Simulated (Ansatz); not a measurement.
# ZnOs3: the cost of one run

Method: DFT PBE, scalar-relativistic, plane waves, PAW, in Ansatz 0.2.0.

### 1 The structure to begin with

The structure is cubic, space group Pm-3m (No. 221). Conventional cell: a = 3.751 Å, b = 3.751 Å, c = 3.751 Å, α = 90.00°, β = 90.00°, γ = 90.00°. Around Zn (site symmetry m-3m) lie 12 Os at 2.65 Å. Os (site symmetry 4/mmm) has 4 Zn at 2.65 Å and 8 Os at 2.65 Å as nearest neighbours.

Coordinates:

```cif
data_structure
_symmetry_space_group_name_H-M 'P 1'
_symmetry_Int_Tables_number 1
_cell_length_a 3.7513
_cell_length_b 3.7513
_cell_length_c 3.7513
_cell_angle_alpha 90.000
_cell_angle_beta 90.000
_cell_angle_gamma 90.000
_cell_volume 52.79
loop_
_atom_site_label
_atom_site_type_symbol
_atom_site_fract_x
_atom_site_fract_y
_atom_site_fract_z
_atom_site_occupancy
Zn1 Zn 0.00000 0.00000 0.00000 1
Os1 Os 0.00000 0.50000 0.50000 1
Os2 Os 0.50000 0.00000 0.50000 1
Os3 Os 0.50000 0.50000 0.00000 1
```

This is candidate A: Cu3Au (L1_2) type (Pm-3m, No. 221).

(A quick probe on a coarse mesh, which set the mesh and smearing, is not shown.)

### 3 A loose first relaxation (candidate A)

input.yaml

```yaml
crystal:
  lattice:
    - [3.7512703461, 0.0, 0.0]
    - [0.0, 3.7512703461, 0.0]
    - [0.0, 0.0, 3.7512703461]
  atoms:
    - { symbol: Zn, position: [0.0, 0.0, 0.0] }
    - { symbol: Os, position: [0.0, 0.5, 0.5] }
    - { symbol: Os, position: [0.5, 0.0, 0.5] }
    - { symbol: Os, position: [0.5, 0.5, 0.0] }
basis:
  ecutwfc: 420
kpoints:
  mp_grid: { grid: [4, 4, 4] }
hamiltonian:
  xc: pbe
scf:
  occupations: { method: gaussian, width: 0.1 }
  lower_state_search: "off"
output:
  forces: true
  stress: true
  eigenvalues: true
relax:
  adjacent_minimum: "off"
  f_tol: 0.04
  max_steps: 70
  cell: { stress_tol: 0.4 }
```

Run with:

```sh
> ansatz run input.yaml --threads 1 --pin off --max-ram 2560MiB --backend cpu --events-out ev --progress --plain --runs-dir out
```

Q: Estimate wall time and peak memory on 1 thread of Arm Neoverse V2, shared host.

About 5.7 s, with a peak of 0.32 GiB.
